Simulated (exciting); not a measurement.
A run of exciting (release sodium) is set up as follows.

Contents of input.xml:

```xml
<input>
  <title>TiAs</title>
  <structure speciespath="./" tshift="false">
    <crystal scale="1">
      <basevect>0.000000000000 5.445378108938 5.445378108938</basevect>
      <basevect>5.445378108938 0.000000000000 5.445378108938</basevect>
      <basevect>5.445378108938 5.445378108938 0.000000000000</basevect>
    </crystal>
    <species speciesfile="Ti.xml" rmt="2">
      <atom coord="0.000000000000 0.000000000000 0.000000000000"/>
    </species>
    <species speciesfile="As.xml" rmt="2">
      <atom coord="0.750000000000 0.750000000000 0.750000000000"/>
    </species>
  </structure>
  <groundstate do="fromscratch" ngridk="8 8 8" rgkmax="9" gmaxvr="14" lmaxapw="10" lmaxmat="10" lmaxvr="8" xctype="GGA_PBE_SOL" stype="Fermi Dirac" swidth="0.00183747" nempty="14" ValenceRelativity="iora*" epsengy="1e-05" epspot="1e-05" maxscl="60" tforce="true" outputlevel="normal"/>
</input>
```

Potentials or basis: all-electron LAPW+lo, shipped species files, valence relativity iora*.

The run is started by

```sh
$ OMP_NUM_THREADS=1 exciting_smp
```

Task: What does it give for the band gap on the k mesh?

Result: None (metal or under the smearing width).
